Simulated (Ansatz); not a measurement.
**SnClF₃: small, medium and large basis sets**

Aim: see how fast density functionals converge with the basis set for SnClF₃.

Computed with Ansatz 0.2.0, Gaussian basis. Level: one geometry, several basis sets.

Plan: PBE0-D4/def2-SVP; ωB97M-V/def2-SVP; PBE0-D4/def2-QZVPP; ωB97M-V/def2-QZVPP; the functionals' def2-TZVPP values are taken from earlier runs.

### 1 The relaxed structure

An earlier PBE0-D4 in a triple-zeta def2 set relaxation fixed the geometry. Sn takes the def2 core potential; no spin-orbit term is included.

SMILES `[F][Sn]([F])([F])[Cl]`, 5 atoms, charge 0, spin multiplicity 1.

Atoms are counted from 1 here; the program's logs count them from 0.

Bond lengths: F1–Sn2 1.882 Å, Sn2–F3 1.882 Å, Sn2–F4 1.882 Å, Sn2–Cl5 2.261 Å. Angles: F1–Sn2–F3 107.2°, F1–Sn2–F4 107.2°, F1–Sn2–Cl5 111.6°, F3–Sn2–F4 107.2°, F3–Sn2–Cl5 111.7°, F4–Sn2–Cl5 111.7°.

### 2 PBE0-D4 in def2-SVP

File in.yaml:

```yaml
crystal:
  periodic: [false, false, false]
  atoms:
    - {symbol: F, position_ang: [-0.996350, -0.400447, 1.550594]}
    - {symbol: Sn, position_ang: [0.010300, -0.049345, 0.000035]}
    - {symbol: F, position_ang: [1.757611, -0.670634, 0.318897]}
    - {symbol: F, position_ang: [-0.710735, -1.102618, -1.382542]}
    - {symbol: Cl, position_ang: [-0.010927, 2.149444, -0.528383]}
basis:
  gaussian: {orbitals: def2-SVP}
hamiltonian: {xc: pbe0, dispersion: d4}
output: {orbitals: {seedname: orbitals}}
```

On the command line:

```sh
ansatz run in.yaml --threads 4 --pin off --events-out ev --progress --plain --max-ram 10444MiB
```

The runs that follow: ωB97M-V in def2-SVP; PBE0-D4 in def2-QZVPP; ωB97M-V in def2-QZVPP.

Q: Predict the results of all the runs planned. Wanted: PBE0-D4: double and triple zeta above quadruple; ωB97M-V: double and triple zeta above quadruple.

The runs gave:

| quantity | value |
| --- | --- |
| PBE0-D4: double and triple zeta above quadruple | 16.38, 0.95 eV |
| ωB97M-V: double and triple zeta above quadruple | 16.48, 0.90 eV |

For PBE0-D4 the step from double to triple zeta gains 15.43 eV and the next only 0.95 eV. Total energies overstate the basis error of differences, where much of it tends to cancel.
